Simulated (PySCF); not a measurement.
# C4H7FSi: the cost of one run

Programs: PySCF 2.14.0, with density-fitted response routines of our own. Each step states its level of theory. These are calculated values for one molecule in the gas phase, unless marked as measured. Atoms count from 0, in the outputs and in this text.

## (1) The molecule as given

13 atoms, charge 0, multiplicity 1; geometry from: GFN2-xTB. The atoms were then displaced at random by about 0.01 Å, so the start is not that level's minimum.

Bonds of the start (Å): C0–C1 1.23, C1–C2 1.46, C2–C3 1.50, C3–Si4 1.93, Si4–F5 1.63, C0–H6 1.03, C2–H7 1.10, C2–H8 1.11, C3–H9 1.09, C3–H10 1.07, Si4–H11 1.47, Si4–H12 1.46.

## (2) Optimising the geometry at PBE0-D3(BJ)/def2-SVP

The job: settings as JSON, then the geometry in Å.

```
{"job": {"xc": "PBE0", "basis": "def2-SVP", "d3": "d3bj", "grid": 1, "shake": 0.01, "kind": "geom"}, "charge": 0, "multiplicity": 1}
C      3.082290    -0.558830     0.652280
C      1.931360    -0.164810     0.811900
C      0.536880     0.251160     0.953430
C     -0.262600    -0.272970    -0.204190
Si    -2.129090     0.188470    -0.052260
F     -2.201800     1.810000     0.029790
H      4.064230    -0.849750     0.524380
H      0.527520     1.351280     0.986180
H      0.172760    -0.121310     1.933460
H     -0.190400    -1.362850    -0.239130
H      0.103500     0.111740    -1.127670
H     -2.698950    -0.243730     1.226890
H     -2.929880    -0.155300    -1.227370
```

The run is started by

```
OMP_NUM_THREADS=1 python probes_run.py task.json out
```

One launch serves the whole session: the jobs run in the order shown.

Q: Estimate the wall time and peak memory of this first job on 1 thread of Intel Xeon Platinum 8488C, shared host.

About 39 s, with a peak of 0.52 GiB.
